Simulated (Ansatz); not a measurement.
# In3As under changes of volume

One of the cells (25.489 Å³/atom); the others are scaled copies at fixed shape and fractional positions:

```xyz
4
Lattice="4.6717 0.0000 0.0000 0.0000 4.6717 0.0000 0.0000 0.0000 4.6717" Properties=species:S:1:pos:R:3 pbc="T T T"
In    2.3358    2.3358    0.0000
In    2.3358    0.0000    2.3358
In    0.0000    2.3358    2.3358
As    0.0000    0.0000    0.0000
```

The cell comes from a database or a generator and needn't be the stable form of this composition.

| Quantity | Value |
| --- | --- |
| Program | Ansatz 0.2.0 |
| Functional | PBEsol |
| Potentials or basis | Ansatz PAW |
| Cutoff | 420 eV (not typed: the program's choice for these potentials) |
| k mesh | 6 × 6 × 6 |
| Occupations | fermi-dirac, width 0.05 eV |
| Spin | no spin polarisation |

```tsv
volume (Å³/atom)	energy over the lowest point (meV/atom)	pressure (GPa)
23.960	0.00	0.4
24.470	0.42	-0.7
24.980	?	?
25.489	10.24	-2.4
25.999	18.93	-3.1
26.509	29.75	-3.7
27.019	42.44	-4.3
```

Q: What does the run at 24.980 Å³/atom give?

A: Energy over the lowest point 3.96 meV/atom; pressure -1.6 GPa.

Worked out: A Birch-Murnaghan fit of order 3 (a polynomial in V^(-2/3)) to the other rows has its minimum at 24.15 Å³/atom with B0 = V·E''(V) = 50 GPa and B' = 5.0. It gives 3.96 meV/atom at 24.980 Å³/atom, against the run's 3.96, and -dE/dV = -1.6 GPa, against -1.6.

Energies are extrapolated to zero smearing.

Caveats: the PAW data sets come from PBE, with cores solved anew for the run's functional, which leaves a small shift of forces and pressure.
